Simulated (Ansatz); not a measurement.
# C3H9O2Y: a ladder of functionals and wavefunction methods

One table from this session's results is given with a row withheld; the runs are named, their logs left out.

Method: functionals in def2-TZVPP, the program's frozen cores in correlated methods; program: Ansatz 0.2.0, Gaussian basis.

Levels to be run: PBE-D4, r2SCAN-D4, PBE0-D4, B3LYP-D4, ωB97X-V, ωB97M-V, B2PLYP; CCSD(T)/def2-TZVPP; MP2/def2-QZVPP; extrapolation to the limit.

## Structure used throughout

All runs share one geometry, relaxed beforehand with PBE0-D4 in a triple-zeta def2 set. Y takes the def2 core potential; no spin-orbit term is included.

SMILES `C[O][Y]([CH3])[O]C`, 15 atoms, charge 0, spin multiplicity 1.

Atoms are counted from 1 here; the program's logs count them from 0.

Bond lengths: C1–O2 1.386 Å, C1–H7 1.098 Å, C1–H8 1.098 Å, C1–H9 1.098 Å, O2–Y3 2.019 Å, Y3–C4 2.380 Å, Y3–O5 2.019 Å, C4–H10 1.098 Å, C4–H11 1.100 Å, C4–H12 1.098 Å, O5–C6 1.385 Å, C6–H13 1.098 Å, C6–H14 1.098 Å, C6–H15 1.098 Å. Angles: O2–C1–H7 111.6°, O2–C1–H8 111.3°, O2–C1–H9 111.2°, H7–C1–H8 107.7°, H7–C1–H9 107.4°, H8–C1–H9 107.5°, C1–O2–Y3 173.7°, O2–Y3–C4 114.8°, O2–Y3–O5 123.2°, C4–Y3–O5 114.9°, Y3–C4–H10 113.7°, Y3–C4–H11 110.7°, Y3–C4–H12 113.7°, H10–C4–H11 105.6°, H10–C4–H12 106.8°, H11–C4–H12 105.6°, Y3–O5–C6 173.3°, O5–C6–H13 111.6° and more.

Set-up of the first run:

The input, in.yaml:

```yaml
crystal:
  periodic: [false, false, false]
  atoms:
    - {symbol: C, position_ang: [0.103874, 2.829152, -1.451049]}
    - {symbol: O, position_ang: [0.397233, 1.602565, -0.877282]}
    - {symbol: Y, position_ang: [0.612961, -0.189313, 0.026695]}
    - {symbol: C, position_ang: [1.161588, -1.986371, -1.434276]}
    - {symbol: O, position_ang: [-0.415159, -0.722684, 1.679933]}
    - {symbol: C, position_ang: [-1.234578, -0.982299, 2.766547]}
    - {symbol: H, position_ang: [-0.871595, 3.207420, -1.117694]}
    - {symbol: H, position_ang: [0.078360, 2.761164, -2.546285]}
    - {symbol: H, position_ang: [0.857323, 3.582214, -1.184923]}
    - {symbol: H, position_ang: [1.525991, -2.882798, -0.914895]}
    - {symbol: H, position_ang: [0.276379, -2.311553, -1.999991]}
    - {symbol: H, position_ang: [1.916536, -1.728074, -2.188988]}
    - {symbol: H, position_ang: [-1.765021, -0.079777, 3.098716]}
    - {symbol: H, position_ang: [-1.989395, -1.741382, 2.524011]}
    - {symbol: H, position_ang: [-0.654488, -1.358274, 3.619491]}
basis:
  gaussian: {orbitals: def2-TZVPP}
hamiltonian: {xc: pbe, dispersion: d4}
output: {forces: true, orbitals: {seedname: orbitals}}
```

On the command line:

```sh
$ ansatz run in.yaml --threads 2 --pin off --events-out ev --progress --plain --max-ram 22528MiB --backend cuda --devices 0, --max-vram 18GiB
```

Among the steps run: PBE-D4 (GGA); r2SCAN-D4 (meta-GGA); PBE0-D4 (hybrid); B3LYP-D4 (hybrid); ωB97X-V (range-separated); ωB97M-V (range-separated); B2PLYP (double hybrid).

One of the session's tables, all rows but one given; the rest of the session is left out.

It belongs to the step «Orbital energies across the functionals». 

| functional | HOMO (eV) | LUMO (eV) | gap (eV) |
| --- | --- | --- | --- |
| PBE-D4 | -4.94 | -2.26 | 2.69 |
| r2SCAN-D4 | -5.14 | -1.80 | 3.34 |
| PBE0-D4 | -6.19 | -1.53 | 4.66 |
| B3LYP-D4 | -5.96 | -1.87 | 4.09 |
| ωB97X-V | ? | ? | ? |
| ωB97M-V | -8.47 | -0.42 | 8.05 |

**Question.** Estimate the row for ωB97X-V.

The run gave: HOMO (eV): -8.58; LUMO (eV): 0.09; gap (eV): 8.67. In the column «HOMO (eV)» it is the lowest.
